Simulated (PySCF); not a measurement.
**[Pb(CH3)2]2+: other functionals and bases at one geometry**

The task here is to estimate one member of a computed series from the others.

Method: several levels, as the steps say, no spin–orbit coupling; program: PySCF 2.14.0.

3 further runs of the same task are left out: 2 for a known fault of the program, 1 set aside as unsound or not needed.

### The starting structure

9 atoms, charge 2, spin multiplicity 1.

Bond lengths: Pb1–C2 2.293 Å, Pb1–C6 2.293 Å, C2–H3 1.106 Å, C2–H4 1.106 Å, C2–H5 1.106 Å, C6–H7 1.106 Å, C6–H8 1.106 Å, C6–H9 1.106 Å. Angles: C2–Pb1–C6 179.9°, Pb1–C2–H3 103.2°, Pb1–C2–H4 103.3°, Pb1–C2–H5 103.3°, H3–C2–H4 114.9°, H3–C2–H5 114.9°, H4–C2–H5 114.9°, Pb1–C6–H7 103.2°, Pb1–C6–H8 103.3°, Pb1–C6–H9 103.3°, H7–C6–H8 114.9°, H7–C6–H9 114.9°, H8–C6–H9 114.9°.

As a file:

```xyz
9
charge 2, multiplicity 1
Pb    0.0000    0.0000    0.7789
C     2.2933    0.0000    0.7761
H     2.5449    0.0000   -0.3007
H     2.5484    0.9320    1.3133
H     2.5484   -0.9320    1.3133
C    -2.2933    0.0000    0.7761
H    -2.5449    0.0000   -0.3007
H    -2.5484   -0.9320    1.3133
H    -2.5484    0.9320    1.3133
```

Formal oxidation states: Pb +4. An earlier session relaxed this geometry at TPSS, Pb def2-SVP with ECP60, C def2-SVP, H def2-SVP (singlet, point group D3h).

At TPSS on the finer grid: E = -271.824779 Eh, HOMO -18.48 eV, LUMO -14.42 eV, Mulliken charge on Pb1 +1.22 e, largest force component 0.012 eV/Å. 

Levels to run: BLYP; TPSSh; wB97X; HF; TPSS, TZVP; TPSS, x2c-SVP. Hardware: 2 threads of Intel Xeon Platinum 8259CL at 2.50GHz (Skylake/Cascade Lake), shared host.

Set-up of the first run:

Input file run.py (the lines that set the calculation):

```python
mol = gto.M(atom='''
Pb     0.00000     0.00000     0.77893
C      2.29325     0.00000     0.77611
H      2.54487     0.00000    -0.30071
H      2.54835     0.93196     1.31328
H      2.54835    -0.93196     1.31328
C     -2.29325     0.00000     0.77611
H     -2.54487     0.00000    -0.30071
H     -2.54835    -0.93196     1.31328
H     -2.54835     0.93196     1.31328''',
    basis={'Pb': 'def2-SVP', 'C': 'def2-SVP', 'H': 'def2-SVP'},
    ecp={'Pb': 'def2-SVP'},
    charge=2, spin=0)
mf = dft.RKS(mol, xc='BLYP')
mf.grids.atom_grid = (75, 302)
mf = mf.density_fit()  # fitting sets: Pb def2-universal-JKFIT, C def2-universal-JKFIT, H def2-universal-JKFIT
mf.conv_tol = 1e-08; mf.max_cycle = 55
mf.kernel(dm0)  # dm0: the density of the relaxed state
```

On the command line:

```sh
> OMP_NUM_THREADS=2 python run.py
```

Among the steps run: BLYP; TPSSh; wB97X; HF; TPSS, TZVP; TPSS, x2c-SVP.

One table of the session follows, with a row left open; its other results are not shown here.

```
              level  HOMO (eV)  gap (eV)  charge on Pb1 (e)  largest force component (eV/Å)
TPSS (relaxed here)     -18.48      4.07               1.22                            0.01
               BLYP     -18.31      3.74               1.17                            0.16
              TPSSh     -18.83      4.74               1.23                            0.10
              wB97X          ?         ?                  ?                               ?
                 HF     -21.05     10.52               1.26                            0.61
         TPSS, TZVP     -18.35      4.01               1.20                            0.31
      TPSS, x2c-SVP     -18.50      4.03               1.27                            0.19
```

Q: Estimate the row for wB97X from the others.

**Answer.** HOMO (eV): -21.32; gap (eV): 9.63; charge on Pb1 (e): 1.23; largest force component (eV/Å): 0.62. In the column «HOMO (eV)» it is the lowest.

In one basis the HOMO–LUMO gap runs from 3.74 eV (BLYP) to 10.52 eV (HF). The largest leftover force, 0.62 eV/Å with wB97X, stands at a geometry relaxed at another level. Total energies of different levels can't be compared.
